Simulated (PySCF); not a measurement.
**[Bi(NH3)]3+: other functionals and bases at one geometry**

One table from this session's results is given with a row withheld; the runs are named, their logs left out.

The runs use PySCF 2.14.0; several levels, as the steps say, no spin–orbit coupling.

1 further run of the same task is left out (for a known fault of the program).

## Starting geometry

5 atoms, charge 3, spin multiplicity 1.

Bond lengths: Bi1–N2 2.318 Å, N2–H3 1.053 Å, N2–H4 1.053 Å, N2–H5 1.053 Å. Angles: Bi1–N2–H3 113.5°, Bi1–N2–H4 113.5°, Bi1–N2–H5 113.5°, H3–N2–H4 105.2°, H3–N2–H5 105.2°, H4–N2–H5 105.2°.

Geometry (Å):

```
atom    x (Å)    y (Å)    z (Å)
 Bi1   0.0000   0.0000  -0.1626
  N2   0.0000   0.0000   2.1554
  H3   0.9661   0.0000   2.5752
  H4  -0.4831   0.8367   2.5752
  H5  -0.4830  -0.8367   2.5752
```

Formal oxidation states: Bi +3. An earlier session relaxed this geometry at PBE0, Bi def2-SVP with ECP60, N def2-SVP, H def2-SVP (singlet, point group C3v).

At PBE0 on the finer grid: E = -269.555684 Eh, HOMO -29.27 eV, LUMO -23.43 eV, Mulliken charge on Bi1 +2.35 e, largest force component 0.006 eV/Å. 

Levels to run: M06-L; B3LYP; PBE0, TZVP. Hardware: 2 threads of Arm Neoverse N1, shared host.

The first run:

Contents of run.py (the lines that set the calculation):

```python
mol = gto.M(atom='''
Bi     0.00000     0.00000    -0.16258
N      0.00000     0.00000     2.15538
H      0.96610     0.00004     2.57520
H     -0.48308     0.83665     2.57520
H     -0.48302    -0.83669     2.57520''',
    basis={'Bi': 'def2-SVP', 'N': 'def2-SVP', 'H': 'def2-SVP'},
    ecp={'Bi': 'def2-SVP'},
    charge=3, spin=0)
mf = dft.RKS(mol, xc='M06L')
mf.grids.atom_grid = (75, 302)
mf = mf.density_fit()  # fitting sets: Bi def2-universal-JKFIT, N def2-universal-JKFIT, H def2-universal-JKFIT
mf.conv_tol = 1e-08; mf.max_cycle = 55
mf.kernel(dm0)  # dm0: the density of the relaxed state
```

Launch:

```sh
$ OMP_NUM_THREADS=2 python run.py
```

Among the steps run: M06-L; B3LYP; PBE0, TZVP.

One of the session's tables, all rows but one given; the rest of the session is left out.

```
              level  HOMO (eV)  gap (eV)  charge on Bi1 (e)  dipole (D)  largest force component (eV/Å)
PBE0 (relaxed here)     -29.27      5.84               2.35        7.31                            0.01
              M06-L          ?         ?                  ?           ?                               ?
              B3LYP     -29.06      5.22               2.33        7.39                            0.21
         PBE0, TZVP     -29.17      5.78               2.30        7.43                            0.50
```

Q: Estimate the row for M06-L from the others.

The run gave: HOMO (eV): -28.11; gap (eV): 4.25; charge on Bi1 (e): 2.39; dipole (D): 7.07; largest force component (eV/Å): 0.25. In the column «HOMO (eV)» it is the highest.

The dipole of a charged species depends on the origin, so these sizes hold for this origin alone.

In one basis the HOMO–LUMO gap runs from 4.25 eV (M06-L) to 5.84 eV (PBE0). The largest leftover force, 0.50 eV/Å with PBE0, TZVP, stands at a geometry relaxed at another level. Total energies of different levels can't be compared.
